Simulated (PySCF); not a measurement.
# Accurate constants of CBr, step by step

The task here is to estimate one member of a computed series from the others.

The runs use PySCF 2.14.0; CCSD(T) on ROHF, scalar-relativistic core potentials.

2 further runs of the same task are left out: 2 set aside as unsound or not needed.

The first run:

| Quantity | Value |
| --- | --- |
| molecule | CBr |
| state | doublet, unpaired electrons π ↑ |
| smaller basis | C cc-pVTZ, Br cc-pVTZ-PP with ECP10 |
| larger basis | C cc-pVQZ, Br cc-pVQZ-PP with ECP10 |
| frozen core orbitals | 10 |
| extrapolation | correlation as n⁻³ (n = 3, 4), Hartree–Fock as (n+1)·exp(−9√n) |
| corrections | core–valence correlation |
| distances (Å) | 1.6079, 1.6810, 1.7541, 1.8271, 1.9002, 1.9916, 2.0830 |
| masses (u) | 12.0000, 78.9183 |
| dissociation limit | C + Br |

On the command line:

```sh
> OMP_NUM_THREADS=4 python comp.py task.json out
```

One of the session's tables, all rows but one given; the rest of the session is left out.

Parts of the energy along the bond, in eV from C + Br:

```
 R (Å)  HF/CBS  CCSD corr.      (T)  core–valence
1.6079  -0.995      -1.625  -0.2345       -0.0752
1.6810       ?           ?        ?             ?
1.7541  -1.680      -1.555  -0.2467       -0.0402
1.8271  -1.753      -1.526  -0.2528       -0.0282
1.9002  -1.716      -1.501  -0.2591       -0.0186
1.9916  -1.563      -1.475  -0.2672       -0.0094
2.0830  -1.333      -1.455  -0.2757       -0.0024
```

**Question.** Estimate the row for R (Å) = 1.6810.

Worked estimate for «HF/CBS». A straight line through the neighbours (1.6079, -0.995) and (1.7541, -1.680) gives -0.995 + (-1.680 + 0.995) × (1.6810 − 1.6079) / (1.7541 − 1.6079) = -1.337; a parabola fitted to 3 rows on both sides gives -1.427.

The run gave: HF/CBS: -1.449; CCSD corr.: -1.588; (T): -0.2406; core–valence: -0.0556. In «HF/CBS» the line misses by +0.112 and the parabola by +0.022.
